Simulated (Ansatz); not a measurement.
# SnO (Romarchite): the cost of one run

Computed with Ansatz 0.2.0 (DFT PBE, scalar-relativistic, plane waves, PAW, unless a step's input says otherwise).

The runs add the D3(BJ) dispersion term to the functional named.

## (1) The starting structure

Symmetry: P4/nmm, No. 129, tetragonal system. Conventional cell: a = 3.799 Å, b = 3.799 Å, c = 4.841 Å, α = 90.00°, β = 90.00°, γ = 90.00°. Sn (site symmetry 4mm) is surrounded by 4 O at 2.22 Å. O (site symmetry -4m2) is surrounded by 4 Sn at 2.22 Å.

As a file:

```cif
data_structure
_symmetry_space_group_name_H-M 'P4/nmm:1'
_symmetry_Int_Tables_number 129
_cell_length_a 3.7986
_cell_length_b 3.7986
_cell_length_c 4.8408
_cell_angle_alpha 90.000
_cell_angle_beta 90.000
_cell_angle_gamma 90.000
_cell_volume 69.85
loop_
_atom_site_label
_atom_site_type_symbol
_atom_site_symmetry_multiplicity
_atom_site_Wyckoff_symbol
_atom_site_fract_x
_atom_site_fract_y
_atom_site_fract_z
_atom_site_occupancy
Sn1 Sn 2 c 0.50000 0.00000 0.23690 1
O1 O 2 a 0.00000 0.00000 0.00000 1
```

## (2) First run, at the start cell

input.yaml

```yaml
crystal:
  lattice:
    - [3.7986, 0.0, 0.0]
    - [0.0, 3.7986, 0.0]
    - [0.0, 0.0, 4.8408]
  atoms:
    - { symbol: Sn, position: [0.5, 0.0, 0.2369] }
    - { symbol: Sn, position: [0.0, 0.5, 0.7631] }
    - { symbol: O, position: [0.0, 0.0, 0.0] }
    - { symbol: O, position: [0.5, 0.5, 0.0] }
basis:
  ecutwfc: 420
  ecutrho_ratio: 4
kpoints:
  mp_grid: { grid: [10, 10, 8] }
hamiltonian:
  xc: pbe
  dispersion: d3bj
scf:
  occupations: { method: gaussian, width: 0.05 }
output:
  forces: true
  stress: true
  eigenvalues: true
relax:
  f_tol: 0.01
  max_steps: 40
  cell: { stress_tol: 0.1, fix: [volume] }
```

On the command line:

```bash
$ ansatz run input.yaml --threads 4 --pin off --max-ram 10240MiB --backend cpu --events-out ev --progress --plain --runs-dir out
```

**Question.** How long does this run take on 4 threads of Arm Neoverse V2, shared host, and how much memory does it need?

About 9.9 s, with a peak of 0.47 GiB.
